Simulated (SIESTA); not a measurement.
**Ba2Tl5V3O12 in SIESTA: the effect of Hubbard term**

Crystal: Ba2Tl5V3O12.

```
Ba V Tl O
1.0
     8.15421    0.00000    0.00000
    -4.07711    7.06176    0.00000
     0.00000    0.00000    6.92128
Ba V Tl O
2 3 5 12
Direct
  0.00000 0.00000 0.23552
  0.00000 0.00000 0.76448
  0.50000 0.00000 0.00000
  0.00000 0.50000 0.00000
  0.50000 0.50000 0.00000
  0.50000 0.00000 0.50000
  0.00000 0.50000 0.50000
  0.50000 0.50000 0.50000
  0.33333 0.66667 0.22489
  0.66667 0.33333 0.77511
  0.33890 0.34334 0.81444
  0.65666 0.99556 0.81444
  0.00444 0.66110 0.81444
  0.34334 0.33890 0.18556
  0.99556 0.65666 0.18556
  0.66110 0.00444 0.18556
  0.66110 0.65666 0.18556
  0.34334 0.00444 0.18556
  0.99556 0.33890 0.18556
  0.65666 0.66110 0.81444
  0.00444 0.34334 0.81444
  0.33890 0.99556 0.81444
```

The cell was built by a generator and needn't be a form met in nature.

Alike in all runs:

| Property | Result |
| --- | --- |
| Program | SIESTA 5.4.2 |
| Task | density of states |
| Functional | PBE |
| Potentials or basis | PseudoDojo 0.4 standard (PBE files) |
| Basis | DZP (energy shift 0.003 Ry; two zetas on semicore shells; d shell added on Ba) |
| Grid cutoff | 800 Ry |
| Energy shift | 0.003 Ry |
| k mesh | 4 × 4 × 4 |
| Occupations | fermi-dirac, width 0.05 eV |
| Spin | collinear spin, ferromagnetic start |
| Starting moments | [0.0, 0.0, 2.0, 2.0, 2.0, 0.0, 0.0, 0.0, 0.0, 0.0, 0.0, 0.0, 0.0, 0.0, 0.0, 0.0, 0.0, 0.0, 0.0, 0.0, 0.0, 0.0] μB |
| Hubbard projector method | 1 |
| U from the first cycle | yes |
| broadening (eV) | 0.05 eV |
| window from (eV) | -10 eV |
| window to (eV) | 10 eV |

**Question.** One run gave: pressure 5.4 GPa; moment 1.04 μB; largest force 1.30 eV/Å. Which Hubbard term did it use?
A. V d U = 2 eV
B. V d U = 6 eV
C. V d U = 4 eV

**Answer.** B.

| Hubbard term | pressure (GPa) | moment (μB) | largest force (eV/Å) |
| --- | --- | --- | --- |
| V d U = 2 eV | 2.0 | 0.00 | 0.33 |
| V d U = 4 eV | 2.4 | 0.00 | 0.45 |
| V d U = 6 eV | 5.4 | 1.04 | 1.30 |

Caveats: this set's barium file shifts pressures by up to 1 GPa against other sets; the basis of atomic orbitals isn't converged, which shifts pressures, moduli and gaps; forces of over 1 eV/Å show positions far from the minimum, so gaps and moduli don't describe the material at rest (some runs).

Not every run made on this cell is shown here.
